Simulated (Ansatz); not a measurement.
# BCl2F: the cost of one run

Method: RKS BLYP-D4/cc-pVDZ, in Ansatz 0.2.0.

## Step 1: Starting point

Bond lengths: B1–Cl2 1.860 Å, B1–Cl3 1.860 Å, B1–F4 1.320 Å. Angles: Cl2–B1–Cl3 120.0°, Cl2–B1–F4 120.0°, Cl3–B1–F4 120.0°.

As a file:

```xyz
4

B     0.0000    0.0000    0.0000
Cl    0.0000    0.0000    1.8600
Cl    1.6108    0.0000   -0.9300
F    -1.1431    0.0000   -0.6600
```

## Step 2: Relaxing the start

Input file input.yaml:

```yaml
crystal:
  periodic: [false, false, false]
  atoms:
    - { symbol: B, position_ang: [0.0, 0.0, 0.0] }
    - { symbol: Cl, position_ang: [0.0, 0.0, 1.86] }
    - { symbol: Cl, position_ang: [1.6108, 0.0, -0.93] }
    - { symbol: F, position_ang: [-1.1431, 0.0, -0.66] }
basis:
  gaussian: { orbitals: cc-pVDZ }
hamiltonian:
  xc: blyp
  dispersion: d4
relax:
  f_tol: 0.02
  max_steps: 40
```

The run is started by

```
ansatz run input.yaml --threads 1 --pin off --max-ram 2048MiB --backend cpu --events-out ev --progress --plain --runs-dir out
```

**Question.** How long does this run take on 1 thread of Arm Neoverse V1, shared host, and how much memory does it need?

About 8.7 s, with a peak of 0.11 GiB.
